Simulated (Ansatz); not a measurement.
# Al: the cost of one run

Program: Ansatz 0.2.0. Level of theory: DFT r2SCAN, scalar-relativistic, plane waves, PAW. These are calculated values, not measurements.

**1. The structure to begin with**

The structure is cubic, space group Fm-3m (No. 225). The conventional cell has a = 4.040 Å, b = 4.040 Å, c = 4.040 Å, α = 90.00°, β = 90.00°, γ = 90.00°. Al (site symmetry m-3m) has 12 Al at 2.86 Å as nearest neighbours.

As a file:

```cif
data_structure
_symmetry_space_group_name_H-M 'P 1'
_symmetry_Int_Tables_number 1
_cell_length_a 2.8567
_cell_length_b 2.8567
_cell_length_c 2.8567
_cell_angle_alpha 60.000
_cell_angle_beta 60.000
_cell_angle_gamma 60.000
_cell_volume 16.48
loop_
_atom_site_label
_atom_site_type_symbol
_atom_site_fract_x
_atom_site_fract_y
_atom_site_fract_z
_atom_site_occupancy
Al1 Al 0.00000 0.00000 0.00000 1
```

**2. Relaxing cell and atoms: Al, no spin**

input.yaml reads:

```yaml
crystal:
  lattice:
    - [0.0, 2.02, 2.02]
    - [2.02, 0.0, 2.02]
    - [2.02, 2.02, 0.0]
  atoms:
    - { symbol: Al, position: [0.0, 0.0, 0.0] }
scf:
  occupations: { method: methfessel_paxton, width: 0.1 }
output:
  forces: true
  stress: true
  eigenvalues: true
hamiltonian:
  xc: r2scan
kpoints:
  mp_grid: { grid: [24, 24, 24] }
relax:
  f_tol: 0.005
  adjacent_minimum: "off"
  cell: { stress_tol: 0.02 }
```

Command:

```
ansatz run input.yaml --threads 8 --pin off --max-ram 20480MiB --backend cpu --events-out ev --progress --plain --runs-dir out
```

Q: Estimate wall time and peak memory on 8 threads of Intel Xeon Platinum 8488C (Sapphire Rapids), shared host.

About 4.1 s, with a peak of 0.5 GiB.
